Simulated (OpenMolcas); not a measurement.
# W⁵⁺ among point charges: CASSCF levels and susceptibility

Aim: the splitting of the states of W⁵⁺ in the field of 6 point charges, its lowest levels with spin-orbit coupling and its magnetic susceptibility.

Program: OpenMolcas 26.06. Level of theory: state-averaged CASSCF, spin-orbit coupling by RASSI with atomic mean-field integrals. These are calculated values, not measurements, unless marked.

1 further run of the same task is left out (it didn't finish).

## 1. Starting point

```
Species                           : W⁵⁺ (tungsten, Z = 74, 69 electrons)
Basis                             : ANO-RCC-VTZP [8s7p5d3f2g1h], 104 functions
Scalar Hamiltonian                : DKH2, point nucleus
Inactive shells                   : 1s 2s 2p 3s 3p 3d 4s 4p 4d 4f 5s 5p
Active space                      : 1 electron in 5 orbitals (5d)
Some configurations of this space : 5d
Orbitals                          : optimised for each spin and parity, averaged over all roots
```

Outer shells as boxes (Hund's rule):

5d
```
5d [↑ ][  ][  ][  ][  ]
```

The ion sits among 6 point charges of -1.7 e arranged as a trigonal prism (D3h), 1.73 Å from the ion, with a polar angle of 41.7° against the regular 49.1°. The active orbitals were held to one l.

The work runs as a chain of OpenMolcas steps in one folder; each step below is one input file. Labels, J, g values, rates, χT and fits are worked out afterwards by a script from the matrices that RASSI stores.

## 2. One- and two-electron integrals

a.inp

```
&GATEWAY
Coord
1

W 0.0 0.0 0.0
Basis=ANO-RCC-VTZP
Group=NoSym
NoMove
AngMom=0.0 0.0 0.0
AMFI
XField
6 Angstrom 0
1.151637 0.000000 1.290981 -1.700000
-0.575819 0.997347 1.290981 -1.700000
-0.575819 -0.997347 1.290981 -1.700000
1.151637 0.000000 -1.290981 -1.700000
-0.575819 0.997347 -1.290981 -1.700000
-0.575819 -0.997347 -1.290981 -1.700000
&SEWARD
```

On the command line:

```console
OMP_NUM_THREADS=1 MOLCAS_MEM=1689 MOLCAS_PROJECT=a pymolcas a.inp > a.log
```

## 3. Reference wave functions, doublets, 5 roots

a.inp

```
&RASSCF
FileOrb=start.orb
Symmetry=1
Spin=2
nActEl=1 0 0
Inactive=34
Ras2=5
CIRoot=5 5 1
SDav=5
CIMx=300
Iter=120 100
PrWF=0.3
OrbListing=Nothing
MaxOrb=0
SupSym
1
25 10 11 12 13 14 19 20 21 22 23 35 36 37 38 39 52 53 54 55 56 57 58 59
60 61
>>> COPY $Project.JobIph JOB001
```

start.orb holds the contracted functions of the basis, ordered by shell, or the orbitals of the step before.

## 4. RASSI: spin-orbit coupling between the states

a.inp

```
&RASSI
NrOfJobIphs=1 5
1 2 3 4 5
IphNames
JOB001
EJob
SpinOrbit
DIPRint=1.0
SOCoupling=1000.0
Subsets=2
Property=9
'ANGMOM' 1 'ANGMOM' 2 'ANGMOM' 3 'MLTPL  1' 1 'MLTPL  1' 2 'MLTPL  1' 3
'AMFI' 1 'AMFI' 2 'AMFI' 3
SOProperty=3
'ANGMOM' 1 'ANGMOM' 2 'ANGMOM' 3
```

Q: Predict the outcome of this session. Wanted: spin-free ground state; first state of the same spin within the active space; lowest level; next level.

As calculated:

```
                                            quantity                              value
                                              method                             CASSCF
                              spin-free ground state     2E, 2-fold in its orbital part
first state of the same spin within the active space                  2A1 at 29100 cm⁻¹
                                        lowest level  2-fold E3/2, g = 0.00, 0.00, 2.01
                                          next level                        6682.3 cm⁻¹
                                         χT at 300 K                     0.14 cm³ K/mol
                           effective moment at 300 K                            1.07 μB
```

In words: The spin-free ground state (2E) comes to 100 % from free-ion D terms and keeps the highest spin of the shell. χT at 300 K is 0.14, against 0.38 cm³ K/mol for the spin alone, so orbital moment lowers it. The field of point charges can differ much from that of real complexes. This is an electrostatic model: the charges have no orbitals.
